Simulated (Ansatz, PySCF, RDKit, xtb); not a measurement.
# GeSiH6S: a search for the lowest isomer

Task: start from the formula GeSiH6S, draw up candidate structures, narrow them down in stages, and characterise the one that lies lowest at 298.15 K.

Plan: many cheap relaxations first (GFN2-xTB), then density-functional screening, relaxation at PBE0-D3(BJ)/pcseg-1, vibrations and a final energy. The numbers are computed, not measured.

7 further runs of the same task are left out: 7 set aside as unsound or not needed.

## 1. Possible bonding patterns

A program enumerates the bonding patterns with one Lewis structure each (two rings at most, one unusual centre or charged pair), with their diastereomers. O–O, O–halogen and N–halogen bonds and N–N–N chains are not drawn. That gives 7 candidates.

```tsv
label	SMILES	spin
c448	[SiH3][SH]=[GeH2]	singlet
c489	[SH2+][SiH-][GeH3]	singlet
c610	S[SiH2][GeH3]	singlet
c629	[SiH3][S][GeH3]	singlet
c663	[SiH2]=[SH][GeH3]	singlet
c840	[SiH3][GeH2][SH]	singlet
c996	[SiH3][GeH-][SH2+]	singlet
```

Candidates are built by distance geometry, with a force field where one applies, in up to four conformers (letters a to d). 16 starts with atoms placed at random are added, to find patterns that the rules miss.

**Question.** With final energies at CCSD(T)/def2-TZVP, which structure will this search put lowest in free energy, and by what margin?

| quantity | value |
| --- | --- |
| lowest structure found | [SiH3][S][GeH3], singlet, Cs |
| next finalist | S[SiH2][GeH3], singlet, 8.4 kcal/mol higher in G |
| share at equilibrium, among the finalists | 100.0 % |
| harmonic wavenumbers, lowest and highest (PBE0-D3(BJ)/pcseg-1) | 50 and 2275 cm⁻¹ |
| rotational constants, same geometry | 0.2857, 0.06058, 0.05187 cm⁻¹ |
| dipole moment (PBE0/def2-TZVPD) | 1.23 D |
| HOMO energy (PBE0/def2-TZVPD) | -7.36 eV |
| LUMO energy (PBE0/def2-TZVPD) | -0.51 eV |
| HOMO–LUMO gap (PBE0/def2-TZVPD) | 6.85 eV |
| lowest excitation (TD-CAM-B3LYP/def2-SVPD) | 5.65 eV (f = 0.014) |
| strongest of the states computed, same level | 7.37 eV (f = 0.087) |
| lowest triplet excitation, same level, Tamm-Dancoff | 5.20 eV |
| vertical ionisation energy | 9.31 eV |
| vertical electron affinity | -0.75 eV (unbound: the value depends on the basis) |
| vertical triplet less singlet | +5.15 eV |

The lowest structure found is `[SiH3][S][GeH3]`. The margin of 8.4 kcal/mol over the next finalist is beyond the usual error of the last level; it says nothing of structures that weren't ranked. GFN2-xTB, HF/STO-3G, r2SCAN-D4/def2-SVP, PBE0-D3(BJ)/pcseg-1, HF/def2-TZVP and MP2/def2-TZVP already put its bonding pattern lowest among the structures in one piece. One minimum inside the window was never screened. Lowest found is not proven lowest: the search is finite, and each finalist counts with one conformer. Patterns outside the rules of the enumeration were met only by chance. The lowest isomer need not be the one that is made and kept in a bottle, which depends on barriers.
